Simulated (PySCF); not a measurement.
# C4H5B: electronic excitations at several levels of theory

How much do the electronic excitations of C4H5B (`BC(=C)C#C`) depend on the level of theory, and what does each level cost?

Programs: PySCF 2.14.0, with density-fitted response routines of our own. Each step states its level of theory. These are calculated values for one molecule in the gas phase, unless marked as measured. Atoms are numbered from 0 throughout.

### Step 1. The starting structure

10 atoms, charge 0, multiplicity 1; geometry from: PBE0-D3(BJ)/def2-SVP.

Bonds of the start (Å): B0–C1 1.55, C1–C2 1.36, C1–C3 1.43, C3–C4 1.21, B0–H5 1.21, B0–H6 1.21, C2–H7 1.09, C2–H8 1.10, C4–H9 1.07.

### Step 2. TDDFT and polarisability: PBE0/def2-TZVP

Job settings and geometry (Å):

```
{"job": {"kind": "uv", "xc": "PBE0", "basis": "def2-TZVP"}, "charge": 0, "multiplicity": 1}
B     -1.014684     1.226969     0.382288
C     -0.262867    -0.087448     0.032980
C     -0.936344    -1.262365     0.110121
C      1.115192    -0.058014    -0.350939
C      2.284023    -0.000417    -0.672923
H     -2.185229     1.159219     0.677961
H     -0.452607     2.294078     0.368001
H     -1.989863    -1.271277     0.401003
H     -0.463404    -2.225349    -0.109801
H      3.318752     0.051266    -0.956602
```

Level: TDDFT PBE0/def2-TZVP, vertical, gas phase, core orbitals frozen in the response.

On the command line:

```sh
$ OMP_NUM_THREADS=1 python probes_run.py task.json out
```

The driver reads the jobs from task.json and runs them one after another.

The log of the run:

```text
coarse grid: 8536 points
cycle   1  E = -179.9725392089  dE =  4.205e-01  |g| = 3.354e-01  |ddm| = 3.015e+00
cycle   2  E = -179.9743592913  dE = -1.820e-03  |g| = 3.147e-01  |ddm| = 7.312e-01
cycle   3  E = -180.0007149866  dE = -2.636e-02  |g| = 1.049e-01  |ddm| = 3.433e-01
cycle   4  E = -180.0034791245  dE = -2.764e-03  |g| = 3.289e-02  |ddm| = 8.701e-02
cycle   5  E = -180.0037491714  dE = -2.700e-04  |g| = 6.290e-03  |ddm| = 2.803e-02
cycle   6  E = -180.0037584588  dE = -9.287e-06  |g| = 3.441e-03  |ddm| = 8.035e-03
cycle   7  E = -180.0037611940  dE = -2.735e-06  |g| = 1.247e-03  |ddm| = 2.737e-03
final grid: 82904 points
cycle   8  E = -179.9942575097  dE = -3.339e-05  |g| = 5.964e-03  |ddm| = 1.270e-01
cycle   9  E = -179.9942444534  dE =  1.306e-05  |g| = 9.115e-03  |ddm| = 1.222e-02
cycle  10  E = -179.9942653068  dE = -2.085e-05  |g| = 2.643e-03  |ddm| = 6.561e-03
cycle  11  E = -179.9942670376  dE = -1.731e-06  |g| = 2.724e-04  |ddm| = 1.608e-03
cycle  12  E = -179.9942670507  dE = -1.306e-08  |g| = 1.490e-04  |ddm| = 3.610e-04
cycle  13  E = -179.9942670567  dE = -6.022e-09  |g| = 4.955e-05  |ddm| = 1.311e-04
cycle  14  E = -179.9942670573  dE = -6.212e-10  |g| = 7.843e-06  |ddm| = 3.915e-05
converged SCF energy = -179.9942670573

Static polarisability (au): isotropic 62.174, principal 35.764 62.691 88.066

Singlet excitations
state   eV       nm        f      main configurations
  1   4.1228    300.7   0.00021   H-1->L 0.98
  2   4.3394    285.7   0.08502   H->L 0.96
  3   5.3101    233.5   0.00059   H-2->L 0.98
  4   5.7827    214.4   0.00132   H-1->L+1 0.69, H-4->L 0.27
  5   5.9799    207.3   0.13475   H->L+1 0.79, H-1->L+2 0.14
  6   6.0955    203.4   0.00061   H-4->L 0.70, H-1->L+1 0.26
  7   6.5529    189.2   0.00008   H->L+2 0.93
  8   6.7382    184.0   0.17877   H-3->L 0.89
  9   7.6647    161.8   0.00173   H-2->L+1 0.90
 10   7.9231    156.5   0.01292   H-5->L 0.75, H-4->L+1 0.08

Triplet excitations (Tamm-Dancoff, eV): 2.7554 3.8975 4.7287 4.8422
```

Run time: 17 s. Hardware: 1 thread of Arm Neoverse V1, shared host; peak memory 0.76 GiB.

The orbitals next to the gap, with their largest atomic shares:

```csv
orbital,eV,atoms
HOMO−3,-9.98,"C1 33 %, C3 26 %, C2 19 %"
HOMO−2,-9.49,"B0 46 %, H6 26 %, H5 13 %"
HOMO−1,-7.87,"C4 46 %, C3 37 %, C1 7 %"
HOMO,-7.40,"C4 35 %, C3 24 %, C2 23 %"
LUMO,-2.41,"B0 44 %, C2 34 %, C1 14 %"
LUMO+1,-0.30,"B0 37 %, C4 20 %, C3 15 %"
LUMO+2,1.07,"C4 41 %, C3 28 %, C1 9 %"
```

With each of the 10 states as a Gaussian band of 0.4 eV half-width at 1/e, the curve within the window shown has maxima at 286 nm (ε 3,400), 206 nm (ε 5,800), 185 nm (ε 7,400), 157 nm (ε 570) L/(mol cm). Beyond the last state computed it falls off for lack of states. The curve at chosen wavelengths:

```json
{"nm": "151", "ε (L/mol/cm)": "308"}
{"nm": "159", "ε (L/mol/cm)": "549"}
{"nm": "167", "ε (L/mol/cm)": "518"}
{"nm": "175", "ε (L/mol/cm)": "3302"}
{"nm": "183", "ε (L/mol/cm)": "7247"}
{"nm": "191", "ε (L/mol/cm)": "6089"}
{"nm": "199", "ε (L/mol/cm)": "5153"}
{"nm": "207", "ε (L/mol/cm)": "5744"}
{"nm": "215", "ε (L/mol/cm)": "4266"}
{"nm": "223", "ε (L/mol/cm)": "1926"}
{"nm": "231", "ε (L/mol/cm)": "591"}
{"nm": "239", "ε (L/mol/cm)": "178"}
{"nm": "247", "ε (L/mol/cm)": "218"}
{"nm": "256", "ε (L/mol/cm)": "695"}
{"nm": "264", "ε (L/mol/cm)": "1528"}
{"nm": "272", "ε (L/mol/cm)": "2529"}
{"nm": "280", "ε (L/mol/cm)": "3269"}
{"nm": "288", "ε (L/mol/cm)": "3429"}
{"nm": "296", "ε (L/mol/cm)": "3013"}
{"nm": "304", "ε (L/mol/cm)": "2280"}
{"nm": "312", "ε (L/mol/cm)": "1520"}
{"nm": "320", "ε (L/mol/cm)": "912"}
{"nm": "328", "ε (L/mol/cm)": "500"}
{"nm": "336", "ε (L/mol/cm)": "254"}
{"nm": "344", "ε (L/mol/cm)": "122"}
{"nm": "352", "ε (L/mol/cm)": "55"}
```

Ground-state properties from the same run:

```csv
property,computed
dipole moment (D),1.16
polarisability (Å³),9.21
HOMO–LUMO gap (eV),5.00
−ε(HOMO) (eV),7.40
```

### Step 3. Ultraviolet spectrum: PBE0/aug-cc-pVDZ

Settings changed since step 2:

```diff
@@ -1,2 +1,2 @@
-{"job": {"kind": "uv", "xc": "PBE0", "basis": "def2-TZVP"}, "charge": 0, "multiplicity": 1}
+{"job": {"kind": "uv", "xc": "PBE0", "basis": "aug-cc-pVDZ"}, "charge": 0, "multiplicity": 1}
 B     -1.014684     1.226969     0.382288
```

Level: TDDFT PBE0/aug-cc-pVDZ, vertical, gas phase, core orbitals frozen in the response.

The log of the run:

```text
coarse grid: 8536 points
cycle   1  E = -179.9125111758  dE =  4.475e-01  |g| = 2.878e-01  |ddm| = 1.482e+01
cycle   2  E = -179.9143159790  dE = -1.805e-03  |g| = 2.762e-01  |ddm| = 2.496e+00
cycle   3  E = -179.9363289220  dE = -2.201e-02  |g| = 9.487e-02  |ddm| = 9.622e-01
cycle   4  E = -179.9387388144  dE = -2.410e-03  |g| = 2.443e-02  |ddm| = 2.561e-01
cycle   5  E = -179.9388960271  dE = -1.572e-04  |g| = 5.449e-03  |ddm| = 9.436e-02
cycle   6  E = -179.9389035106  dE = -7.483e-06  |g| = 3.014e-03  |ddm| = 2.811e-02
final grid: 82904 points
cycle   7  E = -179.9492405992  dE = -1.633e-05  |g| = 7.220e-03  |ddm| = 2.227e-01
cycle   8  E = -179.9492080262  dE =  3.257e-05  |g| = 1.347e-02  |ddm| = 6.650e-02
cycle   9  E = -179.9492533112  dE = -4.528e-05  |g| = 2.197e-03  |ddm| = 3.211e-02
cycle  10  E = -179.9492547120  dE = -1.401e-06  |g| = 1.616e-04  |ddm| = 6.132e-03
cycle  11  E = -179.9492547186  dE = -6.592e-09  |g| = 6.047e-05  |ddm| = 8.798e-04
cycle  12  E = -179.9492547195  dE = -8.812e-10  |g| = 1.585e-05  |ddm| = 2.846e-04
converged SCF energy = -179.9492547195

Static polarisability (au): isotropic 65.887, principal 41.225 66.106 90.330

Singlet excitations
state   eV       nm        f      main configurations
  1   4.1155    301.3   0.00035   H-1->L 0.98
  2   4.3171    287.2   0.08308   H->L 0.96
  3   5.2882    234.5   0.00068   H-2->L 0.98
  4   5.7497    215.6   0.00155   H-1->L+1 0.71, H-4->L 0.22
  5   5.8899    210.5   0.14616   H->L+1 0.82
  6   6.0722    204.2   0.00057   H-4->L 0.74, H-1->L+1 0.21
  7   6.3947    193.9   0.00007   H->L+2 0.46, H->L+5 0.40
  8   6.6146    187.4   0.00056   H->L+2 0.49, H->L+5 0.37
  9   6.6944    185.2   0.15042   H-3->L 0.88
 10   6.9515    178.4   0.02939   H->L+3 0.94

Triplet excitations (Tamm-Dancoff, eV): 2.7565 3.8959 4.7059 4.8192
```

It took 14 s on 1 thread of Arm Neoverse V1, shared host; peak memory 0.73 GiB.

Key values: HOMO -7.40 eV, LUMO -2.42 eV; lowest singlet 4.12 eV.

### Step 4. Excited states and response: PBE0/def2-TZVPD

Settings changed since step 3:

```diff
@@ -1,2 +1,2 @@
-{"job": {"kind": "uv", "xc": "PBE0", "basis": "aug-cc-pVDZ"}, "charge": 0, "multiplicity": 1}
+{"job": {"kind": "uv", "xc": "PBE0", "basis": "def2-TZVPD"}, "charge": 0, "multiplicity": 1}
 B     -1.014684     1.226969     0.382288
```

Method: TDDFT PBE0/def2-TZVPD, vertical, gas phase, core orbitals frozen in the response.

The log of the run:

```text
coarse grid: 8536 points
cycle   1  E = -179.9729448417  dE =  4.204e-01  |g| = 3.357e-01  |ddm| = 4.713e+00
cycle   2  E = -179.9742423865  dE = -1.298e-03  |g| = 3.170e-01  |ddm| = 1.601e+00
cycle   3  E = -180.0011044632  dE = -2.686e-02  |g| = 1.051e-01  |ddm| = 6.277e-01
cycle   4  E = -180.0038770868  dE = -2.773e-03  |g| = 3.339e-02  |ddm| = 1.150e-01
cycle   5  E = -180.0041545019  dE = -2.774e-04  |g| = 6.480e-03  |ddm| = 4.254e-02
cycle   6  E = -180.0041642722  dE = -9.770e-06  |g| = 3.569e-03  |ddm| = 1.424e-02
cycle   7  E = -180.0041672321  dE = -2.960e-06  |g| = 1.264e-03  |ddm| = 3.302e-03
final grid: 82904 points
cycle   8  E = -179.9946681108  dE = -3.478e-05  |g| = 5.974e-03  |ddm| = 2.179e-01
cycle   9  E = -179.9946550035  dE =  1.311e-05  |g| = 9.132e-03  |ddm| = 1.823e-02
cycle  10  E = -179.9946759525  dE = -2.095e-05  |g| = 2.644e-03  |ddm| = 8.300e-03
cycle  11  E = -179.9946776846  dE = -1.732e-06  |g| = 2.739e-04  |ddm| = 2.427e-03
cycle  12  E = -179.9946776976  dE = -1.305e-08  |g| = 1.521e-04  |ddm| = 7.142e-04
cycle  13  E = -179.9946777040  dE = -6.305e-09  |g| = 4.994e-05  |ddm| = 2.111e-04
cycle  14  E = -179.9946777046  dE = -6.310e-10  |g| = 7.938e-06  |ddm| = 6.070e-05
converged SCF energy = -179.9946777046

Static polarisability (au): isotropic 65.856, principal 41.297 66.140 90.130

Singlet excitations
state   eV       nm        f      main configurations
  1   4.1176    301.1   0.00033   H-1->L 0.98
  2   4.3258    286.6   0.08300   H->L 0.96
  3   5.3031    233.8   0.00067   H-2->L 0.98
  4   5.7650    215.1   0.00145   H-1->L+1 0.70, H-4->L 0.25
  5   5.9414    208.7   0.14094   H->L+1 0.80, H-1->L+3 0.08
  6   6.0841    203.8   0.00053   H-4->L 0.72, H-1->L+1 0.24
  7   6.4574    192.0   0.00019   H->L+3 0.43, H->L+2 0.30, H->L+5 0.20
  8   6.7159    184.6   0.15848   H-3->L 0.88
  9   6.8217    181.7   0.00003   H->L+2 0.63, H->L+5 0.14, H->L+3 0.10
 10   7.2712    170.5   0.09490   H-1->L+2 0.86, H-1->L+4 0.10

Triplet excitations (Tamm-Dancoff, eV): 2.7541 3.8928 4.7184 4.8280
```

Run time: 24 s. Hardware: 1 thread of Arm Neoverse V1, shared host; peak memory 0.89 GiB.

Key values: HOMO -7.41 eV, LUMO -2.42 eV; lowest singlet 4.12 eV.

### Step 5. Ultraviolet spectrum: PBE0/6-31+G*

Settings changed since step 4:

```diff
@@ -1,2 +1,2 @@
-{"job": {"kind": "uv", "xc": "PBE0", "basis": "def2-TZVPD"}, "charge": 0, "multiplicity": 1}
+{"job": {"kind": "uv", "xc": "PBE0", "basis": "6-31+G*"}, "charge": 0, "multiplicity": 1}
 B     -1.014684     1.226969     0.382288
```

With the program's defaults for keys left out, this is: TDDFT PBE0/6-31+G*, vertical, gas phase, core orbitals frozen in the response.

The log of the run:

```text
coarse grid: 8536 points
cycle   1  E = -179.9453790370  dE =  4.397e-01  |g| = 3.037e-01  |ddm| = 7.764e+00
cycle   2  E = -179.9473936905  dE = -2.015e-03  |g| = 2.880e-01  |ddm| = 3.589e+00
cycle   3  E = -179.9710898101  dE = -2.370e-02  |g| = 9.891e-02  |ddm| = 1.484e+00
cycle   4  E = -179.9737289123  dE = -2.639e-03  |g| = 2.407e-02  |ddm| = 2.644e-01
cycle   5  E = -179.9738842219  dE = -1.553e-04  |g| = 5.062e-03  |ddm| = 1.650e-01
cycle   6  E = -179.9738909215  dE = -6.700e-06  |g| = 2.610e-03  |ddm| = 3.631e-02
final grid: 82904 points
cycle   7  E = -179.9346256954  dE = -1.533e-05  |g| = 6.406e-03  |ddm| = 3.686e-01
cycle   8  E = -179.9346049042  dE =  2.079e-05  |g| = 1.117e-02  |ddm| = 4.560e-02
cycle   9  E = -179.9346357451  dE = -3.084e-05  |g| = 2.231e-03  |ddm| = 1.943e-02
cycle  10  E = -179.9346371678  dE = -1.423e-06  |g| = 1.559e-04  |ddm| = 5.910e-03
cycle  11  E = -179.9346371740  dE = -6.218e-09  |g| = 5.430e-05  |ddm| = 1.310e-03
cycle  12  E = -179.9346371747  dE = -7.465e-10  |g| = 1.813e-05  |ddm| = 2.351e-04
converged SCF energy = -179.9346371747

Static polarisability (au): isotropic 60.370, principal 32.836 60.607 87.668

Singlet excitations
state   eV       nm        f      main configurations
  1   4.1387    299.6   0.00020   H-1->L 0.98
  2   4.3536    284.8   0.08884   H->L 0.96
  3   5.3780    230.5   0.00060   H-2->L 0.98
  4   5.7993    213.8   0.00160   H-1->L+1 0.73, H-4->L 0.21
  5   5.9210    209.4   0.14399   H->L+1 0.82
  6   6.1350    202.1   0.00083   H-4->L 0.77, H-1->L+1 0.20
  7   6.4521    192.2   0.00011   H->L+4 0.47, H->L+2 0.37
  8   6.7370    184.0   0.16795   H-3->L 0.89
  9   6.7862    182.7   0.00004   H->L+2 0.58, H->L+4 0.29
 10   7.1907    172.4   0.03388   H->L+3 0.94

Triplet excitations (Tamm-Dancoff, eV): 2.7527 3.9206 4.8282 4.8502
```

Wall time 7.7 s (1 thread of Arm Neoverse V1, shared host); peak memory 0.51 GiB.

This run: HOMO -7.36 eV, LUMO -2.37 eV; lowest singlet 4.14 eV.

### Step 6. Side by side: electronic excitations

Excitations and ground-state properties, with basis size and wall time:

```csv
run,lowest singlet (eV),brightest (eV),f,gap (eV),α (Å³),μ (D),functions,time
PBE0/def2-TZVP,4.12,6.74,0.179,5.00,9.21,1.16,185,17 s
PBE0/aug-cc-pVDZ,4.12,6.69,0.150,4.98,9.76,1.15,160,14 s
PBE0/def2-TZVPD,4.12,6.72,0.158,4.99,9.76,1.15,230,24 s
PBE0/6-31+G*,4.14,6.74,0.168,4.99,8.95,1.18,100,7.7 s
```

### Step 7. Outcome

```
                                quantity                        value
         lowest singlet (PBE0/def2-TZVP)  4.12 eV (301 nm), f = 0.000
brightest single state of those computed  state 8, 6.74 eV, f = 0.179
                          lowest triplet                      2.76 eV
             range of the lowest singlet              4.12 to 4.14 eV
```

**Reading.** Single values in the summary come from the first sound run of each kind (PBE0/def2-TZVP), which need not be the best level. The lowest singlet, at 4.12 eV, is HOMO−1→LUMO 0.98 and is dark; of the 10 states computed, the strongest absorption comes from state 8 at 6.74 eV. The lowest triplet lies 1.37 eV below the lowest singlet (triplets in Tamm-Dancoff, singlets in full TDDFT). The basis of PBE0/def2-TZVP has no diffuse functions, so Rydberg states are missing and the high states are unreliable. The lowest singlet runs from 4.12 eV (PBE0/aug-cc-pVDZ) to 4.14 eV (PBE0/6-31+G*), while the orbital gap spans 4.98 to 5.00 eV. The lowest state need not be the same one in every run.
